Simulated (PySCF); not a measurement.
# CH7B3ClN: the cost of one run

Programs: PySCF 2.14.0, with density-fitted response routines of our own. Each step states its level of theory. These are calculated values for one molecule in the gas phase, unless marked as measured. Atoms count from 0, in the outputs and in this text.

### Step 1. The molecule as given

13 atoms, charge 0, multiplicity 1; geometry from: PBE0-D3(BJ)/def2-SVP.

Bonds of the start (Å): B0–N1 1.44, N1–B2 1.45, N1–B3 1.46, B3–C4 1.57, B3–Cl5 1.77, B0–H6 1.20, B0–H7 1.20, B2–H8 1.20, B2–H9 1.21, C4–H10 1.10, C4–H11 1.10, C4–H12 1.10.

### Step 2. Shielding tensors: HF/pcSseg-1

Job settings and geometry (Å):

```
{"job": {"kind": "nmr", "xc": "HF", "basis": "pcSseg-1", "pop": false}, "charge": 0, "multiplicity": 1}
B      1.271382     0.076421     0.860050
N      1.298382    -1.043776     1.766381
B      0.063454    -1.772231     1.951706
B      2.548435    -1.393113     2.441997
C      3.876148    -0.575556     2.295124
Cl     2.588351    -2.820404     3.488608
H      2.264566     0.728987     0.660966
H      0.240965     0.354145     0.300581
H      0.009302    -2.713006     2.698315
H     -0.909879    -1.407830     1.341284
H      4.683651    -0.983211     2.915884
H      3.719103     0.481133     2.566589
H      4.212349    -0.565951     1.245082
```

With the program's defaults for keys left out, this is: GIAO HF/pcSseg-1 NMR shielding, non-relativistic, gas phase.

Launch:

```
$ OMP_NUM_THREADS=1 python probes_run.py task.json out
```

The driver reads the jobs from task.json and runs them one after another.

Q: Estimate the wall time and peak memory of this first job on 1 thread of Arm Neoverse V1, shared host.

About 5.4 s, with a peak of 0.76 GiB.
